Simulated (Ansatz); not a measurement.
**Molecular dynamics of Ge**

The input (input.yaml):

```yaml
crystal:
  lattice:
    - [0.0, 5.752803, 5.752803]
    - [5.752803, 0.0, 5.752803]
    - [5.752803, 5.752803, 0.0]
  atoms:
    - { symbol: Ge, position: [0.0, 0.0, 0.0] }
    - { symbol: Ge, position: [0.125, 0.125, 0.125] }
    - { symbol: Ge, position: [0.0, 0.0, 0.5] }
    - { symbol: Ge, position: [0.125, 0.125, 0.625] }
    - { symbol: Ge, position: [0.0, 0.5, 0.0] }
    - { symbol: Ge, position: [0.125, 0.625, 0.125] }
    - { symbol: Ge, position: [0.0, 0.5, 0.5] }
    - { symbol: Ge, position: [0.125, 0.625, 0.625] }
    - { symbol: Ge, position: [0.5, 0.0, 0.0] }
    - { symbol: Ge, position: [0.625, 0.125, 0.125] }
    - { symbol: Ge, position: [0.5, 0.0, 0.5] }
    - { symbol: Ge, position: [0.625, 0.125, 0.625] }
    - { symbol: Ge, position: [0.5, 0.5, 0.0] }
    - { symbol: Ge, position: [0.625, 0.625, 0.125] }
    - { symbol: Ge, position: [0.5, 0.5, 0.5] }
    - { symbol: Ge, position: [0.625, 0.625, 0.625] }
basis:
  ecutwfc: 420.0
kpoints:
  mp_grid: { grid: [2, 2, 2] }
hamiltonian:
  xc: pbe
scf:
  occupations: { method: fermi_dirac, width: 0.3 }
  lower_state_search: "off"
md:
  timestep: 2.25
  n_steps: 60
  ensemble: nvt_nose_hoover
  temperature: 3500.0
  initial_velocities: maxwell_boltzmann
  seed: 388758
  nose_hoover: { tau: 50.0, chain_length: 1 }
```

Run as:

```bash
$ ansatz run input.yaml --threads 2 --pin off --max-ram 5120MiB --backend cpu --events-out ev --progress --plain --runs-dir out
```

It starts from a structure without forces on its atoms.

Output, in part (one step line in 3):

```
md step     0: t =     0.00 fs  T =  3500.0 K  F+E_penalty+E_count = -68718.33063190 eV  E_kin = 6.786150 eV  conserved = -68711.54448196 eV  (7 SCF iters)
md step     3: t =     6.75 fs  T =  3317.7 K  F+E_penalty+E_count = -68717.97483816 eV  E_kin = 6.432612 eV  conserved = -68711.54334259 eV  (7 SCF iters)
md step     6: t =    13.50 fs  T =  2846.8 K  F+E_penalty+E_count = -68717.04563185 eV  E_kin = 5.519631 eV  conserved = -68711.54082694 eV  (3 SCF iters)
md step     9: t =    20.25 fs  T =  2266.0 K  F+E_penalty+E_count = -68715.87182651 eV  E_kin = 4.393553 eV  conserved = -68711.53794563 eV  (3 SCF iters)
md step    12: t =    27.00 fs  T =  1773.8 K  F+E_penalty+E_count = -68714.83104595 eV  E_kin = 3.439277 eV  conserved = -68711.53576898 eV  (3 SCF iters)
md step    15: t =    33.75 fs  T =  1516.2 K  F+E_penalty+E_count = -68714.20659808 eV  E_kin = 2.939784 eV  conserved = -68711.53518823 eV  (3 SCF iters)
md step    18: t =    40.50 fs  T =  1539.9 K  F+E_penalty+E_count = -68714.07758235 eV  E_kin = 2.985710 eV  conserved = -68711.53620376 eV  (3 SCF iters)
md step    21: t =    47.25 fs  T =  1794.9 K  F+E_penalty+E_count = -68714.31522944 eV  E_kin = 3.480152 eV  conserved = -68711.53782738 eV  (4 SCF iters)
md step    24: t =    54.00 fs  T =  2183.3 K  F+E_penalty+E_count = -68714.69174176 eV  E_kin = 4.233126 eV  conserved = -68711.53907935 eV  (3 SCF iters)
md step    27: t =    60.75 fs  T =  2608.2 K  F+E_penalty+E_count = -68714.99662772 eV  E_kin = 5.056960 eV  conserved = -68711.53968912 eV  (3 SCF iters)
md step    30: t =    67.50 fs  T =  2990.9 K  F+E_penalty+E_count = -68715.08023955 eV  E_kin = 5.799063 eV  conserved = -68711.53974102 eV  (7 SCF iters)
md step    33: t =    74.25 fs  T =  3274.7 K  F+E_penalty+E_count = -68714.85969308 eV  E_kin = 6.349342 eV  conserved = -68711.53900870 eV  (3 SCF iters)
md step    36: t =    81.00 fs  T =  3451.5 K  F+E_penalty+E_count = -68714.35866801 eV  E_kin = 6.692049 eV  conserved = -68711.53721269 eV  (3 SCF iters)
md step    39: t =    87.75 fs  T =  3593.5 K  F+E_penalty+E_count = -68713.74850826 eV  E_kin = 6.967438 eV  conserved = -68711.53503780 eV  (3 SCF iters)
md step    42: t =    94.50 fs  T =  3822.0 K  F+E_penalty+E_count = -68713.27040235 eV  E_kin = 7.410483 eV  conserved = -68711.53392755 eV  (3 SCF iters)
md step    45: t =   101.25 fs  T =  4211.0 K  F+E_penalty+E_count = -68713.05602795 eV  E_kin = 8.164698 eV  conserved = -68711.53427644 eV  (3 SCF iters)
md step    48: t =   108.00 fs  T =  4733.0 K  F+E_penalty+E_count = -68713.05422394 eV  E_kin = 9.176864 eV  conserved = -68711.53511640 eV  (3 SCF iters)
md step    51: t =   114.75 fs  T =  5292.7 K  F+E_penalty+E_count = -68713.12611184 eV  E_kin = 10.262030 eV  conserved = -68711.53586392 eV  (4 SCF iters)
md step    54: t =   121.50 fs  T =  5769.7 K  F+E_penalty+E_count = -68713.13094211 eV  E_kin = 11.186891 eV  conserved = -68711.53678209 eV  (4 SCF iters)
md step    57: t =   128.25 fs  T =  6032.5 K  F+E_penalty+E_count = -68712.92597339 eV  E_kin = 11.696496 eV  conserved = -68711.53776761 eV  (4 SCF iters)
md step    60: t =   135.00 fs  T =  5989.2 K  F+E_penalty+E_count = -68712.41600649 eV  E_kin = 11.612513 eV  conserved = -68711.53689909 eV  (9 SCF iters)
```

The run went to its last step. The conserved energy stayed within 0.66 meV per atom of its start (net change 0.47 meV per atom), so the integration is sound. The mean temperature of the second half is 28 % above the set value. A run of 0.14 ps of so small a system gives no equilibrium averages. Limits of this set-up: coarse k mesh.

Mean squared displacements from the first frame to the last, about the centre of mass: Ge 1.25 Å².

Last frame:

```xyz
16
Lattice="0.0000 5.7528 5.7528 5.7528 0.0000 5.7528 5.7528 5.7528 0.0000" Properties=species:S:1:pos:R:3
Ge -1.111 -0.742 -0.419
Ge 1.542 1.248 0.508
Ge 3.231 3.061 1.659
Ge 5.172 5.310 2.789
Ge 2.002 -0.730 2.276
Ge 3.222 1.174 3.621
Ge 5.618 2.198 3.074
Ge 7.267 3.703 4.533
Ge 0.196 2.708 2.448
Ge 1.913 4.052 4.402
Ge 2.643 6.418 2.965
Ge 4.398 8.143 4.796
Ge 3.644 3.168 6.208
Ge 4.773 5.236 7.603
Ge 5.551 5.796 4.846
Ge 7.467 6.787 6.220
```

Time of the run: 10 min on 2 threads of Arm Neoverse V2, on a shared host, peak memory 1.3 GiB.
